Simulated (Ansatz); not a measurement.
# ZrNH2Cl2F (SMILES [NH2][Zr]([F])([Cl])[Cl]): a first try and a second

Wanted: energy and gradient of ZrNH2Cl2F, CAM-B3LYP-D3(BJ)-ATM/CRENBL (core potential).

The calculation is run with Ansatz 0.2.0.

2 further runs of the same task are left out: 2 for a known fault of the program.

## 1. The structure to begin with

ZrNH2Cl2F: 7 atoms, total charge 0, spin state singlet. SMILES: `[NH2][Zr]([F])([Cl])[Cl]`. Geometry: relaxed at PBE0-D4/def2-TZVP. This is one conformer, not always the lowest.

Bond lengths: N1–Zr2 1.998 Å, Zr2–F3 1.889 Å, Zr2–Cl4 2.350 Å, Zr2–Cl5 2.350 Å, N1–H6 1.012 Å, N1–H7 1.012 Å. Angles: N1–Zr2–F3 106.2°, N1–Zr2–Cl4 108.6°, N1–Zr2–Cl5 108.6°, F3–Zr2–Cl4 112.3°, F3–Zr2–Cl5 112.3°, Cl4–Zr2–Cl5 108.6°, Zr2–N1–H6 125.7°, Zr2–N1–H7 125.1°, H6–N1–H7 109.2°.

## 2. Try one

File in.yaml:

```yaml
crystal:
  periodic: [false, false, false]
  atoms:
    - {symbol: "N", position_ang: [-0.173500, 1.252200, -0.045000]}
    - {symbol: Zr, position_ang: [0.001700, -0.737400, -0.014200]}
    - {symbol: F, position_ang: [-1.625400, -1.420300, -0.687300]}
    - {symbol: Cl, position_ang: [0.409900, -1.418800, 2.197200]}
    - {symbol: Cl, position_ang: [1.843200, -1.347400, -1.340100]}
    - {symbol: H, position_ang: [0.532600, 1.912200, 0.254600]}
    - {symbol: H, position_ang: [-0.988400, 1.759500, -0.365300]}
basis:
  gaussian: {orbitals: cc-pVTZ-PP}
magnetization: {spin_polarized: false, initial_magnetization: 0}
hamiltonian: {xc: {name: CAM-B3LYP}, dispersion: d3bjatm}
accuracy: high
output: {forces: true}
```

On the command line:

```
$ ansatz run in.yaml --threads 1 --pin off --max-ram 2610MiB --events-out events.jsonl --progress --plain --runs-dir runs
```

Output:

```text
Warning: RAYON_NUM_THREADS=1 ignored (pool sized by the plan → 1); use --threads N
Functional definition: CAM-B3LYP
  name "CAM-B3LYP"
  parameter alpha = 0.19
  parameter beta = 0.46
  parameter omega = 0.33/bohr
  parameter ac = 0.81
  exchange = (1 - alpha - beta)*b88_x + beta*b88_x_sr(omega) + alpha*exact_x + beta*exact_x_lr(omega)
  correlation = (1 - ac)*vwn5_c + ac*lyp_c
Error: pseudopotentials/gaussian/cc-pvtz-pp.bse: the basis set cc-pVTZ-PP has no functions for N
```

It took 0.1 s on 1 thread of Intel Xeon Platinum 8259CL at 2.50GHz (Skylake/Cascade Lake), shared host.

## 3. Reading the log

The program refused the input.

The log says `Error: pseudopotentials/gaussian/cc-pvtz-pp.bse: the basis set cc-pVTZ-PP has no functions for N`. The cause is that the basis is misnamed or doesn't suit the job. To mend it: basis set CRENBL in place of cc-pVTZ-PP.

## 4. The mended input

in.yaml: that of step 2 with these lines changed.

```diff
@@ -11,3 +11,3 @@
 basis:
-  gaussian: {orbitals: cc-pVTZ-PP}
+  gaussian: {orbitals: CRENBL.json}
 magnetization: {spin_polarized: false, initial_magnetization: 0}
```

The basis set CRENBL is read from a file made from the Basis Set Exchange's data (not shown).

On the command line:

```
$ ansatz run in.yaml --threads 1 --pin off --max-ram 2610MiB --events-out events.jsonl --progress --plain --runs-dir runs
```

Output, shortened:

```text
Warning: RAYON_NUM_THREADS=1 ignored (pool sized by the plan → 1); use --threads N
Functional definition: CAM-B3LYP
  name "CAM-B3LYP"
[...]
2238 factors; integrals over basis functions are off by at most 3.4e-8 eV
514 factors; integrals over basis functions are off by at most 2.1e-9 eV
[...]
mean field -3056.06360593 eV, -112.3082660437 hartree, gradient 4.2e-8 eV, S^2 0.000000; 0 other end points of the search recorded, 0 dependent functions left out
[...]
reference -3056.06363053 eV, -112.3082669478 hartree; 20, 20 occupied and 92, 92 virtual orbitals, 2238 factors
Total energy: -3056.24699907 eV, -112.3150056173 hartree
Atom 0 at    -0.173500     1.252200    -0.045000 Å, force     0.022231    -0.299139     0.002620 eV/Å
Atom 1 at     0.001700    -0.737400    -0.014200 Å, force     0.186576     0.816612     0.092379 eV/Å
Atom 2 at    -1.625400    -1.420300    -0.687300 Å, force    -0.936461    -0.393618    -0.387495 eV/Å
Atom 3 at     0.409900    -1.418800     2.197200 Å, force     0.139691    -0.232293     0.738475 eV/Å
Atom 4 at     1.843200    -1.347400    -1.340100 Å, force     0.617468    -0.208524    -0.440662 eV/Å
Atom 5 at     0.532600     1.912200     0.254600 Å, force     0.330570     0.189667     0.137985 eV/Å
Atom 6 at    -0.988400     1.759500    -0.365300 Å, force    -0.360075     0.127296    -0.143302 eV/Å
Dipole moment:    -0.216899     0.718619    -0.073424 e Å
```

Run time: 15 s. Hardware: 1 thread of Intel Xeon Platinum 8259CL at 2.50GHz (Skylake/Cascade Lake), shared host; peak memory 0.47 GiB.

## 5. What came out

Level: CAM-B3LYP-D3(BJ)-ATM/CRENBL (core potential).

```
                quantity          value
            total energy  -112.31501 Eh
           dipole moment         3.62 D
       dispersion energy  -17.69 kJ/mol
largest force on an atom     1.087 eV/Å
```

What this shows: The largest force is 1.09 eV/Å: the shape isn't a stationary point for this species at this level.
